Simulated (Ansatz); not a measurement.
# C3H8BF: the cost of one run

Method: the settings change from run to run; program: Ansatz 0.2.0, Gaussian basis.

## (1) The molecule

The geometry comes from an earlier relaxation with PBE0-D4 in a triple-zeta def2 set; it is a stationary point, not always the lowest conformer.

13 atoms, charge 0, spin multiplicity 1.

Atoms are counted from 1 here; the program's logs count them from 0.

Bond lengths: C1–C2 1.522 Å, C1–H6 1.092 Å, C1–H7 1.092 Å, C1–H8 1.092 Å, C2–B3 1.565 Å, C2–H9 1.100 Å, C2–H10 1.100 Å, B3–C4 1.564 Å, B3–F5 1.338 Å, C4–H11 1.095 Å, C4–H12 1.096 Å, C4–H13 1.091 Å. Angles: C2–C1–H6 111.8°, C2–C1–H7 111.3°, C2–C1–H8 111.3°, H6–C1–H7 107.7°, H6–C1–H8 107.7°, H7–C1–H8 106.9°, C1–C2–B3 116.9°, C1–C2–H9 110.9°, C1–C2–H10 110.9°, B3–C2–H9 107.0°, B3–C2–H10 106.9°, H9–C2–H10 103.2°, C2–B3–C4 124.9°, C2–B3–F5 118.3°, C4–B3–F5 116.8°, B3–C4–H11 110.1°, B3–C4–H12 109.9°, B3–C4–H13 113.9° and more.

## (2) PBE0-DH/pcseg-2

Set apart from the defaults: finite nuclei.

File in.yaml:

```yaml
crystal:
  periodic: [false, false, false]
  atoms:
    - {symbol: C, position_ang: [-1.043241, 1.695030, -0.080663]}
    - {symbol: C, position_ang: [0.018831, 0.706196, 0.379157]}
    - {symbol: B, position_ang: [0.039810, -0.690065, -0.326806]}
    - {symbol: C, position_ang: [1.038593, -1.846650, 0.005930]}
    - {symbol: F, position_ang: [-0.858985, -0.928393, -1.288943]}
    - {symbol: H, position_ang: [-0.981414, 2.639935, 0.463966]}
    - {symbol: H, position_ang: [-0.942171, 1.918111, -1.145118]}
    - {symbol: H, position_ang: [-2.048290, 1.292965, 0.065376]}
    - {symbol: H, position_ang: [-0.060296, 0.519742, 1.459886]}
    - {symbol: H, position_ang: [1.025890, 1.134542, 0.270857]}
    - {symbol: H, position_ang: [1.586111, -2.142618, -0.895593]}
    - {symbol: H, position_ang: [0.484436, -2.737294, 0.322890]}
    - {symbol: H, position_ang: [1.761127, -1.596301, 0.783762]}
basis:
  gaussian: {orbitals: pcseg-2, nuclear_model: gaussian}
hamiltonian: {xc: {name: PBE0-DH}}
output: {forces: true}
```

Command:

```bash
> ansatz run in.yaml --threads 4 --pin off --events-out ev --progress --plain --max-ram 10444MiB
```

Q: Estimate wall time and peak memory on 4 threads of Intel Xeon at 2.60GHz, shared host.

About 9.5 s, with a peak of 0.87 GiB.
